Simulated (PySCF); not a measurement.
# TcCl: from the state search to spectroscopic constants

Aim: find the lowest electronic state of TcCl, scan its bond at several levels of theory, and get bond length, wavenumber and dissociation energy from each curve.

Program: PySCF 2.14.0. Level of theory: Tc def2-TZVPP with ECP28, Cl def2-TZVPP, scalar-relativistic core potentials. These are calculated values, not measurements.

## (1) The job

The job is set up so:

| Item | Value |
| --- | --- |
| atoms | Tc, Cl |
| charge | 0 |
| basis | Tc def2-TZVPP with ECP28, Cl def2-TZVPP |
| Hamiltonian | scalar-relativistic core potentials |
| basis functions | 98 |
| electrons treated | 32 |
| masses in u | 98.9072, 34.9689 |
| levels | PBE0, PBE, r²SCAN, revPBE, M06-L, r²SCANh, PBEsol, CAM-B3LYP, HF, MP2, SCS-MP2, CCSD, CCSD(T) |
| grid | 80 radial by 434 angular points |
| occupations | held fixed by the projection of orbital angular momentum |
| dissociation limit | Tc + Cl, each in its ground configuration |
| starting distance in angstrom | 2.210 |
| values of 2S to try | 0, 2, 4, 6, 8 |

Launch:

```bash
OMP_NUM_THREADS=2 python dia.py task.json out
```

Further steps of the session: First curve: PBE0; Excited determinants; PBE (GGA); r²SCAN (meta-GGA); revPBE (GGA); M06-L (meta-GGA); r²SCANh (hybrid meta-GGA); PBEsol (GGA); CAM-B3LYP (range-separated hybrid); UHF (mean field); Adding correlation.

**Question.** What will these runs give? Wanted: for each run, Re; ωe; De; μ.

**Answer**, as computed:

Lowest PBE0 solution found, without spin–orbit coupling: ⁷Σ⁺ (septet), unpaired electrons σ ↑↑, π ↑↑, δ ↑↑. State 2 has its PBE0 minimum 0.27 eV higher. State 3 has its PBE0 minimum 0.39 eV higher. State 4 has its PBE0 minimum 0.42 eV higher. The other levels ran on the lowest alone.

| level | Re (Å) | ωe (cm⁻¹) | De (eV) | μ (D) |
| --- | --- | --- | --- | --- |
| UHF | 2.439 | 321 | 3.28 | -3.60 |
| UHF-MP2 | 2.345 | 349 | 3.72 | n/a |
| UHF-SCS-MP2 | 2.360 | 344 | 3.42 | n/a |
| UHF-CCSD | 2.366 | 343 | 3.45 | n/a |
| UHF-CCSD(T) | 2.356 | 347 | 3.49 | n/a |
| PBE | 2.342 | 335 | 4.12 | -1.67 |
| PBEsol | 2.315 | 348 | 4.39 | -1.48 |
| revPBE | 2.356 | 327 | 3.98 | -1.76 |
| r²SCAN | 2.350 | 341 | 4.27 | -2.22 |
| M06-L | 2.366 | 333 | 3.54 | -2.34 |
| r²SCANh | 2.352 | 342 | 4.18 | -2.38 |
| PBE0 | 2.344 | 342 | 4.00 | -2.23 |
| CAM-B3LYP | 2.353 | 342 | 3.55 | -2.34 |

De is counted to Tc + Cl in their ground configurations. A positive dipole means Tc(−)Cl(+).

Differences from CCSD(T) in the same basis:

| level | Re (mÅ) | ωe (%) |
| --- | --- | --- |
| UHF | +82 | -7.3 |
| UHF-MP2 | -12 | +0.8 |
| UHF-SCS-MP2 | +4 | -0.8 |
| UHF-CCSD | +9 | -0.9 |
| PBE | -14 | -3.4 |
| PBEsol | -41 | +0.4 |
| revPBE | 0 | -5.6 |
| r²SCAN | -6 | -1.7 |
| M06-L | +10 | -3.9 |
| r²SCANh | -5 | -1.4 |
| PBE0 | -12 | -1.2 |
| CAM-B3LYP | -3 | -1.2 |

Judged by CCSD(T) in the same basis: best bond length revPBE (0 mÅ), worst UHF (+82 mÅ); best wavenumber PBEsol (+0.4 %), worst UHF (-7.3 %). Of the levels with a De here, UHF gives the least (3.28 eV) and PBEsol the most (4.39 eV).

Correlated steps freeze 5 core orbitals. With d or f electrons several states lie close, and the lowest PBE0 determinant need not be the measured ground state. At some levels the lowest empty orbital lies below the highest filled one (the two can be of opposite spin). Spin–orbit coupling is left out.
